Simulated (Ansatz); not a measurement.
# Al2GeH5N: the cost of one run

Computed with Ansatz 0.2.0, driven from Python. Level of theory: B3LYP/def2-SVP.

## (1) The structure

Bond lengths: N1–Ge2 1.817 Å, Ge2–Al3 2.407 Å, Ge2–Al4 2.363 Å, Al3–Al4 2.526 Å, N1–H5 1.093 Å, N1–H6 1.047 Å, Ge2–H7 1.578 Å, Al3–H8 1.605 Å, Al4–H9 1.678 Å. Angles (14 of 15 angles, heavy atoms first): N1–Ge2–Al3 111.4°, N1–Ge2–Al4 115.0°, Al3–Ge2–Al4 63.9°, Ge2–Al3–Al4 57.2°, Ge2–Al4–Al3 58.9°, N1–Ge2–H7 116.0°, Al3–Ge2–H7 121.2°, Al4–Ge2–H7 119.1°, Ge2–N1–H5 107.6°, Ge2–N1–H6 109.6°, Ge2–Al3–H8 149.0°, Al4–Al3–H8 153.5°, Ge2–Al4–H9 150.7°, Al3–Al4–H9 150.1°.

The script holds or builds the structure itself.

## (2) The code

Contents of run_opt.py:

```python
import itertools

import ansatz as az
from ase.data import atomic_numbers, covalent_radii
import numpy as np
import pandas as pd

params = {
    "basis": "def2-SVP",
    "xc": "b3lyp",
}


def main() -> None:
    geometry_ang = [
        ("N", [-0.2313, 0.9519, -1.6422]),
        ("Ge", [0.6783, 0.5339, -0.1253]),
        ("Al", [0.6621, -1.8383, 0.2841]),
        ("Al", [-0.6637, -0.1991, 1.6757]),
        ("H", [-0.6813, 1.9369, -1.4972]),
        ("H", [-1.085, 0.3502, -1.7177]),
        ("H", [1.9582, 1.4065, 0.1774]),
        ("H", [1.2407, -3.2974, -0.0533]),
        ("H", [-1.7893, 0.1091, 2.8814]),
    ]
    system = az.Crystal.molecule()
    for symbol, xyz in geometry_ang:
        system = system.atom(symbol, xyz)

    model = system.calculation()
    model = model.basis(gaussian=params["basis"]).functional(params["xc"])
    symbols = [site.symbol for site in system.cartesian_sites]
    start = np.array([site.position_ang for site in system.cartesian_sites], dtype=float)
    def progress(event):
        if event["event"] == "relax_step":
            row = event["data"]
            print(f"step {row['step']:3d}  E = {row['lagrangian_ev']:.6f} eV  largest force component {row['allowed_force_max_ev_ang']:.4f} eV/A")


    summary = model.relax(force_tolerance=0.01).session().plan().execute(on_event=progress).report
    end = np.array(summary["positions_ang"])

    print(f"E = {summary['free_energy_ev']:.6f} eV = {summary['free_energy_ev'] / 27.211386246:.7f} Ha")
    print("converged:", summary["converged"], " doubts:", summary["published_state_doubts"] or "none")

    radius = [covalent_radii[atomic_numbers[s]] for s in symbols]
    span = lambda where, i, j: np.linalg.norm(where[i] - where[j])
    bonded = [(i, j) for i, j in itertools.combinations(range(len(symbols)), 2) if min(span(start, i, j), span(end, i, j)) < 1.2 * (radius[i] + radius[j])]
    print("pair        before    after (A)")
    for i, j in bonded:
        print(f"{symbols[i]}{i}-{symbols[j]}{j}".ljust(10), f"{span(start, i, j):8.4f} {span(end, i, j):8.4f}")
    for first, second in list(itertools.combinations(bonded, 2)):
        shared = set(first) & set(second)
        if shared and symbols[(j := shared.pop())] != "H":
            i, k = sorted((set(first) | set(second)) - {j})
            u, v = end[i] - end[j], end[k] - end[j]
            angle = np.degrees(np.arccos(np.clip(u @ v / np.linalg.norm(u) / np.linalg.norm(v), -1, 1)))
            print(f"final angle {symbols[i]}{i}-{symbols[j]}{j}-{symbols[k]}{k}: {angle:.2f} deg")

    charges = summary["charge_distribution"]
    table = pd.DataFrame({"atom": symbols, "mulliken": charges["mulliken_charges_e"], "lowdin": charges["lowdin_charges_e"]})
    print(table.round(3).to_string())
    print("dipole (e A):", np.round(charges["dipole_moment_e_ang"], 4) + 0.0)


if __name__ == "__main__":
    main()
```

## (3) The run

Started as:

```
$ python run_opt.py
```

**Question.** How long does this script take on 1 thread of AMD EPYC 9B45 (Zen 5), shared host, and how much memory does it need?

About 79 s, with a peak of 0.38 GiB.
